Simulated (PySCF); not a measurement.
# C4H8BF2N: the cost of one run

Computed with PySCF 2.14.0 and routines of our own; the level stands in each step. Atoms count from 0.

### 1 The starting structure

16 atoms, charge 0, multiplicity 1; geometry from: GFN2-xTB.

### 2 Magnetic properties: GIAO PBE/pcSseg-1

Job settings and geometry (Å):

```
{"job": {"kind": "mag", "xc": "PBE", "basis": "pcSseg-1", "isotopologues": 2}, "charge": 0, "multiplicity": 1}
C     -1.115917     1.522256     0.899674
N     -0.302158     0.635617     0.544679
C     -0.301400    -0.134971    -0.682472
C     -0.838250    -1.535598    -0.416372
C      1.228150    -0.094817    -0.820035
B      1.344513     0.401779     0.736265
F      1.904653     1.600065     1.056643
F      1.558208    -0.529329     1.701621
H     -2.010299     1.753409     0.326405
H     -0.916776     2.090795     1.795923
H     -0.880959     0.350203    -1.476595
H     -0.286831    -1.985576     0.404702
H     -1.895329    -1.502957    -0.159098
H     -0.710581    -2.146012    -1.306203
H      1.553441     0.642154    -1.548230
H      1.661937    -1.058073    -1.068318
```

Method: GIAO PBE/pcSseg-1 magnetisability, rotational g tensor and spin-rotation constants, non-relativistic, gas phase.

Started as:

```console
$ OMP_NUM_THREADS=1 python excited_run.py task.json out
```

This one command runs all jobs of the session in turn.

**Question.** How long does this first job take on 1 thread of Arm Neoverse V1, shared host, and how much memory does it need?

About 45 s, with a peak of 0.59 GiB.
